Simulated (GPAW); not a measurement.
Runs of GPAW 26.7.0 on Zr3S2. Symmetry: R32, No. 155, trigonal system. The conventional cell has a = 5.805 Å, b = 5.805 Å, c = 10.463 Å, α = 90.00°, β = 90.00°, γ = 120.00°. Zr (site symmetry 2) is surrounded by 4 S at 2.61 to 2.62 Å. Around S (site symmetry 3) lie 6 Zr at 2.61 to 2.62 Å. The cell comes from a database or a generator and needn't be the stable form of this composition.

```tsv
task	level	potentials or basis	cell	k mesh	cutoff (eV)	maxiter	optimizer	fmax	max steps	convergence	gap on the mesh (eV)	pressure (GPa)	relaxed volume (Å³/atom)	largest force (eV/Å)
relaxation of cell and atoms	PBEsol+D4	PAW data sets generated in the run's folder for this functional, pw	relaxed	4 × 4 × 4	600	150	BFGS	0.02 eV/Å	60	density=1e-05 forces=0.0001	none	0.0	19.22	0.01
relaxation of cell and atoms	PBEsol+D3(BJ)+ATM	PAW data sets generated in the run's folder for this functional, pw	relaxed	4 × 4 × 4	600	150	BFGS	0.02 eV/Å	60	density=1e-05 forces=0.0001	none	0.0	(d)	0.02
relaxation of cell and atoms	PBEsol+D3	PAW data sets generated in the run's folder for this functional, pw	relaxed	4 × 4 × 4	600	150	BFGS	0.02 eV/Å	60	density=1e-05 forces=0.0001	none	0.0	19.07	0.01
band structure	LDA	the program's PAW data sets (release 1.2.1) made for this functional, pw	as given	4 × 4 × 4	600	150	-	-	-	-	-	-8.2	-	0.16
relaxation of cell and atoms	PBEsol+D3(BJ)	PAW data sets generated in the run's folder for this functional, pw	relaxed	4 × 4 × 4	600	150	BFGS	0.02 eV/Å	60	density=1e-05 forces=0.0001	none	0.0	(c)	0.02
single point	LDA	the program's PAW data sets (release 1.2.1) made for this functional, pw	as given	5 × 5 × 5	450	120	-	-	-	default	none	-8.8	-	0.20
single point	PBEsol	PAW data sets generated in the run's folder for this functional, pw	as given	6 × 6 × 6	600	150	-	-	-	-	none	(b)	-	0.14
band structure	PBE	GPAW PAW data sets (gpaw-data 1.2.1), pw	as given	4 × 4 × 4	600	150	-	-	-	-	-	(a)	-	0.05
```

Alike in all rows: no spin polarisation; smearing fermi-dirac 0.05 eV.

**Question.** Estimate the missing entries.

**Answer.** (a) -1.4; (b) -5.5; (c) 18.81; (d) 18.89.

Caveats: later steps reuse the first step's grids (some runs); pairwise dispersion overbinds metals, which lowers pressure and volume (some runs); the cutoff is short for stress and forces, so pressures can be off by a GPa or more (some runs).

A k mesh can miss the band edges, and the runs leave out spin-orbit coupling on Zr.

A gap of «none» marks a metal or a gap under the smearing width.

Not every run made on this cell is shown here.
